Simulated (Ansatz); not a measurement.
# CH₅Ga + H₂O: a complex and its separated parts

The complex below is one end of an elementary step. How strongly is it bound against its free parts?

Program: Ansatz 0.2.0, Gaussian basis. Level of theory: PBE0-D4/def2-TZVP structures, single points in def2-TZVPP, no counterpoise correction. These are calculated values, not measurements.

Levels: SPW92, PBE-D4, BLYP-D4, r2SCAN-D4, B97M-V, PBE0-D4, B3LYP-D4, r2SCAN0-D4, BHLYP-D4, CAM-B3LYP-D4, wB97X-V, wB97M-V, B2PLYP, PBE-QIDH, RPA on PBE, Hartree-Fock, MP2, CCSD, CCSD(T).

Correlated methods freeze the cores. Filled d shells of the heavier atoms are correlated. B3LYP uses VWN-RPA correlation. B2PLYP carries no dispersion term here.

21 further runs of the same task are left out: 21 set aside as unsound or not needed.

**1. The system as given**

The complex: 10 atoms, charge 0, spin multiplicity 1.

Atoms are counted from 1 here; the program's logs count them from 0.

Bond lengths: Ga1–C2 1.983 Å, Ga1–H3 1.575 Å, Ga1–H4 1.587 Å, Ga1–O6 2.215 Å, C2–H7 1.093 Å, C2–H8 1.093 Å, C2–H9 1.094 Å, H5–O6 0.963 Å, O6–H10 0.963 Å. Angles: C2–Ga1–H3 119.8°, C2–Ga1–H4 118.6°, C2–Ga1–O6 95.4°, H3–Ga1–H4 118.3°, H3–Ga1–O6 99.0°, H4–Ga1–O6 93.6°, Ga1–C2–H7 111.7°, Ga1–C2–H8 112.5°, Ga1–C2–H9 109.8°, H7–C2–H8 108.8°, H7–C2–H9 106.9°, H8–C2–H9 106.9°, Ga1–O6–H5 108.2°, Ga1–O6–H10 108.5°, H5–O6–H10 106.6°.

Coordinates:

```mol
CH7GaO
  3D, bonds by distance, orders not assigned

 10  9  0  0  0  0  0  0  0  0999 V2000
    0.2904   -0.8809    0.3406 Ga  0  0
    1.1637    0.7737   -0.3172 C   0  0
    0.3875   -2.2069   -0.5033 H   0  0
   -0.0544   -0.9954    1.8852 H   0  0
   -1.7563    0.6790   -0.3975 H   0  0
   -1.7635   -0.2663   -0.2149 O   0  0
    1.0028    0.9173   -1.3891 H   0  0
    0.8221    1.6665    0.2138 H   0  0
    2.2449    0.7077   -0.1647 H   0  0
   -2.3374   -0.3947    0.5471 H   0  0
  1  2  8  0
  1  3  8  0
  1  4  8  0
  1  6  8  0
  2  7  8  0
  2  8  8  0
  2  9  8  0
  5  6  8  0
  6 10  8  0
M  END
```

Its parts: CH₅Ga holds atoms 1, 2, 3, 4, 7, 8, 9; H₂O holds atoms 5, 6, 10. Each part counts its atoms afresh in its own runs.

**2. Relaxing CH₅Ga alone**

relax-a/in.yaml reads:

```yaml
crystal:
  periodic: [false, false, false]
  atoms:
    - {symbol: Ga, position_ang: [0.290425, -0.880851, 0.340621]}
    - {symbol: C, position_ang: [1.163733, 0.773688, -0.317185]}
    - {symbol: H, position_ang: [0.387453, -2.206901, -0.503330]}
    - {symbol: H, position_ang: [-0.054394, -0.995353, 1.885232]}
    - {symbol: H, position_ang: [1.002835, 0.917282, -1.389079]}
    - {symbol: H, position_ang: [0.822052, 1.666461, 0.213800]}
    - {symbol: H, position_ang: [2.244932, 0.707726, -0.164700]}
basis:
  gaussian: {orbitals: def2-TZVP}
hamiltonian: {xc: pbe0, dispersion: d4}
relax: {f_tol: 0.005, max_steps: 200}
```

No record of the launch command was kept for these runs.

Further steps of the session: Relaxing H₂O alone; wB97M-V/def2-TZVPP; CCSD(T)/def2-TZVPP; Vibrations of CH₅Ga; Vibrations of H₂O.

**Question.** What will these runs give? Wanted: complex less parts, CCSD(T)/def2-TZVPP; with zero-point energy; largest T1 diagnostic.

The runs gave:

```
                              quantity      value
complex less parts, CCSD(T)/def2-TZVPP  -0.618 eV
                with zero-point energy  -0.505 eV
                 largest T1 diagnostic      0.012
```

What this shows: At CCSD(T) the complex lies 0.618 eV below its parts. Among the functionals wB97M-V lands nearest to CCSD(T) (+0.007 eV) and SPW92 farthest (-0.202 eV). Mean unsigned error by rung: LDA 0.202, GGA 0.066, meta-GGA 0.021, hybrid 0.036, range-separated hybrid 0.013, double hybrid 0.046 eV. PBE-D4 gives a relative energy 0.035 eV too high, inside chemical accuracy (1 kcal/mol, 0.043 eV). No counterpoise was applied, and triple zeta lacks some correlation, so the CCSD(T) reference has a basis error of its own, and close matches with it are partly luck.
